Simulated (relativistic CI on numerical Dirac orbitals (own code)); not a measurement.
# Rh VI (Rh⁵⁺): levels and lines

What are the lowest levels and the strongest lines of Rh⁵⁺? One CI run answers it; runs with one setting changed show what the result hangs on.

The numbers are computed with relativistic CI on numerical Dirac orbitals (own code) version 4 (Dirac-Coulomb-Breit CI, KLI orbitals optimised for each configuration, model QED (radiative potential, 1s self-energy scaled to tabulated hydrogen-like ionisation energies), valence Slater integrals scaled by 0.85, P86 correlation energy added to each configuration), except any that are marked as measured or tabulated.

### Step 1. The system

| Quantity | Value |
| --- | --- |
| ion | Rh⁵⁺ (Rh VI) |
| nuclear charge | 45 |
| electrons | 40 |
| isotope | A = 103 |
| first configuration typed | [Kr] 4d4 |

The outer shells:

first configuration typed
```
[Kr] core
4d [↑ ][↑ ][↑ ][↑ ][  ]
```

### Step 2. The main run

The run's settings:

```ini
atom Rh  Z=45  charge=5  electrons=40
nucleus A=103  rms_radius_fm=4.4945
hamiltonian dirac-coulomb  breit=on  qed=on  c_scale=1
orbitals kli  potential=per-configuration
slater_scale 0.85
correlation p86
mixing on
configurations
  [Kr] 4d4
  [Kr] 4d3 5s
  [Kr] 4d3 4f
  [Kr] 4d3 5p
  [Ar] 3d10 4s2 4p5 4d5
  [Kr] 4d3 5d
  [Kr] 4d3 6s
  [Kr] 4d3 6p
  [Kr] 4d2 5s 5p
  [Ar] 3d10 4s 4p6 4d5
  [Kr] 4d3 5f
  [Kr] 4d3 6d
  [Ar] 3d10 4s2 4p5 4d4 4f
  [Kr] 4d3 7s
  [Kr] 4d3 5g
  [Kr] 4d3 7p
  [Kr] 4d3 6f
  [Kr] 4d2 4f 5s
  [Ar] 3d10 4s2 4p5 4d4 5s
  [Ar] 3d10 4s 4p6 4d4 4f
  [Kr] 4d2 4f2
  [Kr] 4d 4f2 5s
  [Kr] 4d 4f3
  [Kr] 4d 4f2 5p
  [Kr] 4d 4f2 5d
  [Kr] 4d 4f2 6s
  [Kr] 4d2 5s2
  [Kr] 4d 4f 5s2
  [Kr] 4d 5s2 5p
  [Kr] 4d 5s2 5d
  [Kr] 4d 5s2 6s
  [Kr] 4d2 5p2
  [Kr] 4d 5s 5p2
  [Kr] 4d 4f 5p2
  [Kr] 4d 5p3
  [Kr] 4d 5p2 5d
  [Kr] 4d 5p2 6s
  [Ar] 3d10 4p6 4d6
  [Ar] 3d10 4p5 4d7
end
```

Started as:

```console
$ python run_levels.py task.json out
```

One command runs all members of the session, one after another, from task.json.

### Step 3. Slater integrals scaled by 1

Settings: those of step 2 with these lines changed.

```diff
@@ -4,3 +4,3 @@
 orbitals kli  potential=per-configuration
-slater_scale 0.85
+slater_scale 1
 correlation p86
```

### Step 4. No correlation estimate

Settings: those of step 3 with these lines changed.

```diff
@@ -4,4 +4,4 @@
 orbitals kli  potential=per-configuration
-slater_scale 1
-correlation p86
+slater_scale 0.85
+correlation none
 mixing on
```

### Step 5. Without QED terms

Settings: those of step 4 with these lines changed.

```diff
@@ -2,6 +2,6 @@
 nucleus A=103  rms_radius_fm=4.4945
-hamiltonian dirac-coulomb  breit=on  qed=on  c_scale=1
+hamiltonian dirac-coulomb  breit=on  qed=off  c_scale=1
 orbitals kli  potential=per-configuration
 slater_scale 0.85
-correlation none
+correlation p86
 mixing on
```

### Step 6. The first configuration alone

The run's settings:

```ini
atom Rh  Z=45  charge=5  electrons=40
nucleus A=103  rms_radius_fm=4.4945
hamiltonian dirac-coulomb  breit=on  qed=on  c_scale=1
orbitals kli  potential=per-configuration
slater_scale 0.85
correlation p86
mixing on
configurations
  [Kr] 4d4
end
```

(Steps that only read results are left out.)

Before running it: what results should come out? Wanted: lowest level; first excitation; lowest level of the other parity; fastest E1 line; ionisation energy.

The runs gave:

| run | time | mean size of shift, levels followed (cm⁻¹) | lowest level | ionisation energy (eV) |
| --- | --- | --- | --- | --- |
| main run | 11 s | 0 | 4d4 5D0 | 80.327 |
| Slater integrals scaled by 1 | 11 s | 2224 | 4d4 5D0 | 80.515 |
| no correlation estimate | 11 s | 1.8 | 4d4 5D0 | 78.916 |
| without QED terms | 8.6 s | 8.5 | 4d4 5D0 | 80.320 |
| the first configuration alone | 0.066 s | 165 | 4d4 5D0 | - |

The tabulated theoretical ionisation energy (NIST) is 80 eV.

```
                                                                         quantity                             value
                                                                     lowest level                           4d4 5D0
                                                                 first excitation               4d4 5D1, 676.7 cm⁻¹
                                                 lowest level of the other parity          4d3 5p 5G°2, 249683 cm⁻¹
                                                              levels in the model                              9143
fastest E1 line (by rate) to the lowest level among the lowest 400 of 9143 levels  27.70 nm, from 4d3 4f 5P°1 + 3D°
                                                                ionisation energy                         80.327 eV
                                  ionisation energy, tabulated theoretical (NIST)                             80 eV
```

What this shows: The lowest level is 4d4 5D0, 94 % pure in LS and 57 % in jj coupling; over the low levels the means are 84 and 56 %, so LS coupling describes them better. The ionisation energy agrees with the tabulated theoretical value within its uncertainty of 2 eV. The largest mover is «Slater integrals scaled by 1» (2224 cm⁻¹ on average). Lifetimes count radiative decay inside the model alone.
